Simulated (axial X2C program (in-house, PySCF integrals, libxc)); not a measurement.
**AsH: properties at the nuclei**

Wanted for AsH: properties at the nuclei, at the two-component level.

Computed with an in-house X2C program for linear molecules on PySCF integrals. Level: two-component X2C with atomic mean-field terms, As dyall-acv3z, H dyall-av3z.

All values are calculated.

### 1 Input

File task.json:

```json
{"zs": [33, 1], "q": 0, "bas": ["dyall-acv3z", "dyall-av3z"], "r0": 1.53, "levels": ["PBE0", "HF", "B3LYP"], "nst": 1, "ff": 1, "thr": -3.5, "nmax": 130, "opt": {"ecut": 60}}
```

Keys: zs atomic numbers; q charge; bas basis sets; r0 starting distance in Å; levels methods (HF also brings MP2); nst determinants followed; ff finite-field run; thr threshold in hartree for freezing inner shells (an s shell follows its p shell); nmax most natural virtual spinors; ecut virtual cutoff in hartree.

Launch:

```bash
$ python soeom.py task.json out
```

Nuclei are Gaussian, cores are contracted, and the Gaunt term is on.

### 2 Expectation values, lowest determinant

R = 1.529 Å. State: Ω = 1 (excess of +ω over −ω: ω = -1/2, ω = 3/2).

Output of the PBE0 run:

```text
two-component X2C + atomic mean field  PBE0
basis functions 145  fitting functions 792  grid points 5076
iter        total energy     max residual
   1      -2260.374447359     1.65e-01
   2      -2260.378379145     6.62e-04
   3      -2260.378380695     1.06e-04
   4      -2260.378380723     1.09e-04
   5      -2260.378380774     5.47e-06
   6      -2260.378380774     1.27e-06
converged
one-electron -3167.73797208  Coulomb 981.18024642  exact exchange -20.73843150  xc functional -63.69840942  nuclear repulsion 11.42109088  atomic mean-field constant -0.80490508
```

The highest occupied spinor is 82% As p, 11% H p, 6% H d.

| level | Eeff magnitude (GV/cm) | Ws magnitude As (kHz) | A∥/gI As (MHz) | qzz As (a.u.) | A∥/gI H (MHz) | qzz H (a.u.) | μ (D) |
| --- | --- | --- | --- | --- | --- | --- | --- |
| PBE0 | 0.344 | 0.138 | -470 | -1.48 | -6.33 | 0.14 | 0.13 |
| HF | 0.791 | 0.326 | -331 | -1.30 | -8.75 | 0.14 | 0.21 |
| B3LYP | 0.197 | 0.0755 | -422 | -1.39 | -4.8 | 0.14 | 0.06 |

Eeff is the effective electric field on the electron dipole moment in this Ω state and Ws the scalar–pseudoscalar constant (defined with the proton number Z and per Ω); A∥ is the parallel hyperfine constant, which follows by multiplying with the nuclear g factor gI = μI/(I μN); qzz is the electric field gradient, eQq0 = 234.96 MHz × Q/barn × qzz; μ is positive if H is the positive end. The operators were transformed with the bare-nucleus X2C matrices.

### 3 Finite-field coupled cluster

Output:

```text
two-component X2C + atomic mean field  HF
basis functions 145  fitting functions 792  grid points 5076
iter        total energy     max residual
   1      -2258.895265870     2.42e-01
   2      -2258.912587118     7.99e-03
   3      -2258.913215006     5.01e-03
   4      -2258.913342420     9.59e-04
   5      -2258.913381598     4.36e-04
   6      -2258.913391450     1.85e-04
   7      -2258.913393003     1.14e-04
   8      -2258.913393485     6.80e-05
   9      -2258.913393736     2.25e-05
  10      -2258.913393764     3.59e-06
  11      -2258.913393764     7.52e-07
converged
one-electron -3167.90011083  Coulomb 981.42361441  exact exchange -83.05308315  xc functional 0.00000000  nuclear repulsion 11.42109088  atomic mean-field constant -0.80490508
correlated 16  virtual 232  natural virtual 130  E(MP2) -0.583922922  MP2 remainder -0.012490697
iter   CCSD correlation   residual
   1     -0.542319114   9.76e-02
   2     -0.554136314   3.27e-02
   3     -0.554250614   1.24e-02
   4     -0.554233265   3.42e-03
   5     -0.554304254   9.83e-04
   6     -0.554299346   3.59e-04
   7     -0.554296771   1.19e-04
   8     -0.554298666   4.30e-05
   9     -0.554297566   1.74e-05
  10     -0.554297825   8.43e-06
  11     -0.554297730   3.82e-06
  12     -0.554297828   1.56e-06
  13     -0.554297819   6.06e-07
(T) -0.011536415  T1 0.0163  D1 0.0478  max T2 0.090
```

T1 in the output is the amplitude norm over the root of the electron number; divide by √2 for the Lee–Taylor value.

16 electrons correlated in 130 natural virtual spinors, MP2 remainder added; T1 = 0.011.

| level | Eeff magnitude (GV/cm) | Ws magnitude As (kHz) | A∥/gI As (MHz) | qzz As (a.u.) | A∥/gI H (MHz) | μ (D) |
| --- | --- | --- | --- | --- | --- | --- |
| HF | 0.791 | 0.326 | -331 | -1.30 | -8.75 | 0.21 |
| MP2 | 0.203 | 0.0742 | -387 | -1.37 | -11 | 0.12 |
| CCSD | 0.259 | 0.0988 | -300 | -1.33 | -7.27 | 0.14 |
| CCSD(T) | 0.213 | 0.0794 | -287 | -1.35 | -7.31 | 0.13 |

### 4 Summary of results

| quantity | value |
| --- | --- |
| lowest determinant | Ω = 1 (excess of +ω over −ω: ω = -1/2, ω = 3/2) |
| Eeff magnitude (GV/cm), PBE0 | 0.344 |
| Ws magnitude As (kHz), PBE0 | 0.138 |
| A∥/gI As (MHz), PBE0 | -470 |
| qzz As (a.u.), PBE0 | -1.48 |
| Eeff magnitude (GV/cm), CCSD(T) | 0.213 |
| Ws magnitude As (kHz), CCSD(T) | 0.0794 |
| A∥/gI As (MHz), CCSD(T) | -287 |
| qzz As (a.u.), CCSD(T) | -1.35 |

In words: In the first state, the effective field runs from 0.197 to 0.791 GV/cm over the mean-field levels, so the levels don't agree on it. The expectation values come from single determinants, which for open shells can mix terms of unlike spin or miss the lowest Ω, so a determinant need not be a state. Eeff is the effective electric field on the electron dipole moment in this Ω state and Ws the scalar–pseudoscalar constant (defined with the proton number Z and per Ω); A∥ is the parallel hyperfine constant, which follows by multiplying with the nuclear g factor gI = μI/(I μN); qzz is the electric field gradient, eQq0 = 234.96 MHz × Q/barn × qzz; μ is positive if H is the positive end. The operators were transformed with the bare-nucleus X2C matrices. Correlation of the inner shells is missing, which matters for properties at the nucleus.
